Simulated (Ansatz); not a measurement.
# SnO (SMILES [O]=[Sn]): levels of theory compared

Wanted: a comparison of 6 runs (UHF/STO-3G, B2PLYP/STO-3G, BHLYP/STO-3G, PBE/STO-3G, CCSD/STO-3G, FCI/STO-3G) of SnO. 

The calculation is run with Ansatz 0.2.0.

55 further runs of the same task are left out: 20 that didn't finish, 35 set aside as unsound or not needed.

**1. The structure to begin with**

The species is SnO (2 atoms), meant as a singlet with charge 0. SMILES: `[O]=[Sn]`. The Sn2–O1 distance was set to 2.705 Å, away from the relaxed value.

Bond lengths: O1–Sn2 2.705 Å.

**2. The energy at UHF/STO-3G (run 1)**

Input file input.yaml:

```yaml
crystal:
  periodic: [false, false, false]
  atoms:
    - {symbol: O, position_ang: [0.000000, 0.000000, -0.901820]}
    - {symbol: Sn, position_ang: [0.000000, 0.000000, 1.803580]}
basis:
  gaussian:
    orbitals: STO-3G
magnetization:
  spin_polarized: true
hamiltonian:
  xc: hf
accuracy: high
```

Command:

```sh
$ ansatz run input.yaml --threads 1 --pin off --max-ram 2610MiB --events-out events.jsonl --progress --plain --runs-dir runs
```

Output:

```text
Warning: RAYON_NUM_THREADS=1 ignored (pool sized by the plan → 1); use --threads N
Functional definition: HF
  name "HF"
  exchange = exact_x
  correlation = 0
547 factors; integrals over basis functions are off by at most 3.3e-8 eV
mean field evaluation 1: about -164247.6770 eV, gradient 2.6e1 eV
mean field evaluation 2: about -164247.7084 eV, gradient 2.6e1 eV
mean field evaluation 4: about -164250.2796 eV, gradient 2.7e1 eV
mean field evaluation 8: about -164250.2796 eV, gradient 2.7e1 eV
mean field evaluation 16: about -164271.0877 eV, gradient 3.2e-4 eV
mean field evaluation 32: about -164273.6419 eV, gradient 5.5e-1 eV
mean field evaluation 64: about -164275.6771 eV, gradient 3.5e-1 eV
mean field evaluation 96: about -164274.8756 eV, gradient 4.5e0 eV
mean field evaluation 128: about -164275.7187 eV, gradient 2.7e-2 eV
mean field evaluation 160: about -164273.6926 eV, gradient 1.5e0 eV
mean field evaluation 192: about -164275.6250 eV, gradient 1.8e-2 eV
mean field evaluation 224: about -164270.7359 eV, gradient 7.0e0 eV
mean field evaluation 256: about -164275.6968 eV, gradient 1.0e-4 eV
mean field -164275.71600111 eV, -6037.0212129611 hartree, gradient 4.6e-9 eV, S^2 1.984995; 13 other end points of the search recorded, 0 dependent functions left out
reference -164275.71600111 eV, -6037.0212129611 hartree; 29, 29 occupied and 3, 3 virtual orbitals, 547 factors
Total energy: -164275.71600111 eV, -6037.0212129611 hartree
```

Wall time 4.2 s (1 thread of Arm Neoverse V2, shared host); peak memory 0.1 GiB.

**3. The energy at B2PLYP/STO-3G (run 2)**

Input file molecule.yaml:

```yaml
crystal:
  periodic: [false, false, false]
  atoms:
    - {symbol: O, position_ang: [0.000000, 0.000000, -0.901820]}
    - {symbol: Sn, position_ang: [0.000000, 0.000000, 1.803580]}
basis:
  gaussian:
    orbitals: STO-3G
magnetization:
  spin_polarized: false
hamiltonian:
  xc: {name: B2PLYP}
correlation:
  frozen_orbitals: {O: 1, Sn: 18}
accuracy: high
```

Command:

```sh
$ ansatz run molecule.yaml --threads 1 --pin off --max-ram 2610MiB --events-out events.jsonl --progress --plain --runs-dir runs
```

Output, shortened:

```text
Warning: RAYON_NUM_THREADS=1 ignored (pool sized by the plan → 1); use --threads N
Functional definition: B2PLYP
  name "B2PLYP"
[...]
547 factors; integrals over basis functions are off by at most 3.3e-8 eV
[...]
mean field -164318.57222058 eV, -6038.5961499778 hartree, gradient 3.9e-8 eV, S^2 0.000000; 4 other end points of the search recorded, 0 dependent functions left out; unrestricted orbitals would lower it
19 core orbitals not correlated: weight in the atoms' cores, before any rotation towards them, 1.000 or more for the frozen orbitals, at most 0.000 for the correlated occupied ones
reference -164318.57223548 eV, -6038.5961505253 hartree; 10, 10 occupied and 3, 3 virtual orbitals, 547 factors
second order -6.48620913 eV of doubles, -0.00000000 eV of singles
Total energy: -164320.32351195 eV, -6038.6605087484 hartree
```

It took 3.6 s on 1 thread of Arm Neoverse V2, shared host; peak memory 0.11 GiB.

Runs 3 to 4 aren't shown in full; the table further down has their settings and results.

**4. A single-point energy at CCSD/STO-3G (run 5)**

molecule.yaml, as its differences from that of step 3:

```diff
@@ -10,6 +10,7 @@
   spin_polarized: false
-hamiltonian:
-  xc: {name: B2PLYP}
 correlation:
+  method: ccsd
   frozen_orbitals: {O: 1, Sn: 18}
 accuracy: high
+scf:
+  omitted_lower_state_checks: [cluster_reference, increment]
```

Command:

```sh
$ ansatz run molecule.yaml --threads 1 --pin off --max-ram 2610MiB --events-out events.jsonl --progress --plain --runs-dir runs
```

Output:

```text
Warning: RAYON_NUM_THREADS=1 ignored (pool sized by the plan → 1); use --threads N
[... 17 lines left out ...]
19 core orbitals not correlated: weight in the atoms' cores, before any rotation towards them, 1.000 or more for the frozen orbitals, at most 0.000 for the correlated occupied ones
[... 89 lines left out ...]
Total energy: -164272.51727679 eV, -6036.9036620105 hartree
Checks for a lower state left out: cluster_reference, increment
```

Run time: 1.8 s. Hardware: 1 thread of Arm Neoverse V2, shared host.

**5. A single-point energy at FCI/STO-3G (run 6)**

Input file run.yaml:

```yaml
crystal:
  periodic: [false, false, false]
  atoms:
    - {symbol: O, position_ang: [0.000000, 0.000000, -0.901820]}
    - {symbol: Sn, position_ang: [0.000000, 0.000000, 1.803580]}
basis:
  gaussian:
    orbitals: STO-3G
correlation:
  method: fci
  frozen_orbitals: {O: 1, Sn: 18}
total_charge: 0
accuracy: high
```

Command:

```sh
$ ansatz run run.yaml --threads 1 --pin off --max-ram 2610MiB --events-out events.jsonl --progress --plain --runs-dir runs
```

Output, shortened:

```text
Warning: RAYON_NUM_THREADS=1 ignored (pool sized by the plan → 1); use --threads N
[... 2 set-up lines as earlier in the session ...]
[...]
547 factors; integrals over basis functions are off by at most 3.3e-8 eV
[...]
mean field -164271.06711301 eV, -6036.8503694746 hartree, gradient 1.2e-8 eV, S^2 0.000000; 11 other end points of the search recorded, 0 dependent functions left out; unrestricted orbitals would lower it
determinant -164271.06711301 eV, -6036.8503694746 hartree, with singles and doubles -164272.30176706 eV, -6036.8957421741 hartree
determinant -164270.11798819 eV, -6036.8154897810 hartree, with singles and doubles -164271.26043229 eV, -6036.8574738273 hartree
determinant -164269.69718547 eV, -6036.8000255662 hartree, with singles and doubles -164271.49209642 eV, -6036.8659873270 hartree
unrestricted determinant -164274.10031617 eV, -6036.9618376347 hartree, S^2 1.6795
19 core orbitals not correlated: weight in the atoms' cores, before any rotation towards them, 1.000 or more for the frozen orbitals, at most 0.000 for the correlated occupied ones
reference -164271.06711301 eV, -6036.8503694746 hartree; 10, 10 occupied and 3, 3 virtual orbitals, 547 factors
state -164276.97041863 eV, -6037.0673119548 hartree
Total energy: -164276.97041863 eV, -6037.0673119548 hartree
```

Wall time 3.3 s (1 thread of Arm Neoverse V2, shared host); peak memory 0.1 GiB.

**6. Overview of the runs**

| run | level | frozen core orbitals | energy (Eh) | wall time |
| --- | --- | --- | --- | --- |
| 1 | UHF/STO-3G | – | -6037.021213 | 4.2 s |
| 2 | B2PLYP/STO-3G | 19 | -6038.660509 | 3.6 s |
| 3 | BHLYP/STO-3G | – | -6039.338545 | 1.9 s |
| 4 | PBE/STO-3G | – | -6038.594883 | 4.5 s |
| 5 | CCSD/STO-3G | 19 | -6036.903662 | 1.8 s |
| 6 | FCI/STO-3G | 19 | -6037.067312 | 3.3 s |

**7. Outcome**

| quantity | value |
| --- | --- |
| run 6: total energy | -6037.06731 Eh |
| run 6: correlation energy (19 core orbitals frozen) | -216.9 mEh |

**Reading.** Against full CI in this basis: UHF +46.1 mEh; CCSD +163.6 mEh. Totals of different functionals can't be ranked against each other. In runs 2, 5 the log says that unrestricted orbitals would lower the reference, so the values rest on an unstable closed-shell determinant (other closed-shell runs at this shape may share the fault). In runs 1, 2, 3, 4, 5, 6 the basis is minimal, so the values are rough. In runs 1, 2, 3, 4, 5, 6 relativity is left out where basis or elements ask for it. Spin contamination of the reference: run 1 ⟨S²⟩ = 1.98. Where it is this large, the reference is a mixture of spin states, and values that rest on it are in doubt. All runs together took 19 s, the longest 4.5 s.
